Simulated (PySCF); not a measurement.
# C3H7BO2: the cost of one run

Programs: PySCF 2.14.0, with density-fitted response routines of our own. Each step states its level of theory. These are calculated values for one molecule in the gas phase, unless marked as measured. Atoms are numbered from 0 throughout.

### Step 1. The molecule as given

13 atoms, charge 0, multiplicity 1; geometry from: GFN2-xTB. The atoms were then displaced at random by about 0.01 Å, so the start is not that level's minimum.

Bonds of the start (Å): C0–C1 1.35, C1–C2 1.50, C2–B3 1.56, B3–O4 1.37, B3–O5 1.36, C0–H6 1.05, C0–H7 1.09, C1–H8 1.09, C2–H9 1.10, C2–H10 1.10, O4–H11 0.94, O5–H12 0.98.

### Step 2. Optimising the geometry at PBE0-D3(BJ)/def2-SVP

The job: settings as JSON, then the geometry in Å.

```
{"job": {"xc": "PBE0", "basis": "def2-SVP", "d3": "d3bj", "grid": 1, "shake": 0.01, "kind": "geom"}, "charge": 0, "multiplicity": 1}
C      2.276520     0.016010    -0.162570
C      1.115320     0.631940     0.147400
C     -0.025470    -0.019410     0.879150
B     -1.238230    -0.198480    -0.080970
O     -1.979660     0.892810    -0.443130
O     -1.571590    -1.445010    -0.508030
H      2.462890    -0.983520     0.108960
H      3.051080     0.554200    -0.714930
H      0.937740     1.667130    -0.125170
H     -0.283950     0.616030     1.740900
H      0.311940    -0.985050     1.281380
H     -2.712790     0.779290    -1.020220
H     -2.337980    -1.542830    -1.113100
```

The run is started by

```sh
$ OMP_NUM_THREADS=1 python probes_run.py task.json out
```

One launch serves the whole session: the jobs run in the order shown.

Q: Estimate the wall time and peak memory of this first job on 1 thread of Arm Neoverse V2, shared host.

About 33 s, with a peak of 0.51 GiB.
